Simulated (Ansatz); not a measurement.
# CH5GeNO: how energies converge with the basis set

How large a basis does CH5GeNO need? Two functionals are run in growing sets.

The runs use Ansatz 0.2.0, Gaussian basis; one geometry, several basis sets.

Levels to be run: PBE0-D4/def2-SVP; ωB97M-V/def2-SVP; PBE0-D4/def2-QZVPP; ωB97M-V/def2-QZVPP; the functionals' def2-TZVPP values are taken from earlier runs.

## Step 1: The relaxed structure

All runs share one geometry, relaxed beforehand with PBE0-D4 in a triple-zeta def2 set.

9 atoms, charge 0, spin multiplicity 1.

Atoms are counted from 1 here; the program's logs count them from 0.

Bond lengths: C1–O2 1.404 Å, C1–H5 1.099 Å, C1–H6 1.095 Å, C1–H7 1.095 Å, O2–Ge3 1.798 Å, Ge3–N4 1.812 Å, N4–H8 1.006 Å, N4–H9 1.009 Å. Angles: O2–C1–H5 112.9°, O2–C1–H6 110.0°, O2–C1–H7 110.0°, H5–C1–H6 107.9°, H5–C1–H7 107.9°, H6–C1–H7 108.1°, C1–O2–Ge3 120.8°, O2–Ge3–N4 93.4°, Ge3–N4–H8 123.7°, Ge3–N4–H9 122.6°, H8–N4–H9 113.7°.

## Step 2: PBE0-D4 in def2-SVP

Input file in.yaml:

```yaml
crystal:
  periodic: [false, false, false]
  atoms:
    - {symbol: C, position_ang: [0.387044, 1.145658, -1.248396]}
    - {symbol: O, position_ang: [0.026578, 0.444569, -0.087166]}
    - {symbol: Ge, position_ang: [0.058996, -1.352683, -0.047933]}
    - {symbol: N, position_ang: [-0.500421, -1.433423, 1.674013]}
    - {symbol: H, position_ang: [0.677016, 0.482365, -2.075491]}
    - {symbol: H, position_ang: [-0.451879, 1.761325, -1.589679]}
    - {symbol: H, position_ang: [1.232354, 1.809214, -1.037631]}
    - {symbol: H, position_ang: [-0.642021, -2.294445, 2.174760]}
    - {symbol: H, position_ang: [-0.699167, -0.608880, 2.220422]}
basis:
  gaussian: {orbitals: def2-SVP}
hamiltonian: {xc: pbe0, dispersion: d4}
output: {orbitals: {seedname: orbitals}}
```

On the command line:

```console
> ansatz run in.yaml --threads 4 --pin off --events-out ev --progress --plain --max-ram 10444MiB
```

The runs that follow: ωB97M-V in def2-SVP; PBE0-D4 in def2-QZVPP; ωB97M-V in def2-QZVPP.

**Question.** What will the summary of the whole plan be? Wanted: PBE0-D4: double and triple zeta above quadruple; ωB97M-V: double and triple zeta above quadruple.

The runs gave:

```
                                       quantity           value
PBE0-D4: double and triple zeta above quadruple  14.24, 1.51 eV
ωB97M-V: double and triple zeta above quadruple  14.37, 1.47 eV
```

What this shows: For PBE0-D4 the step from double to triple zeta gains 12.73 eV and the next only 1.51 eV. Total energies overstate the basis error of differences, where much of it tends to cancel.
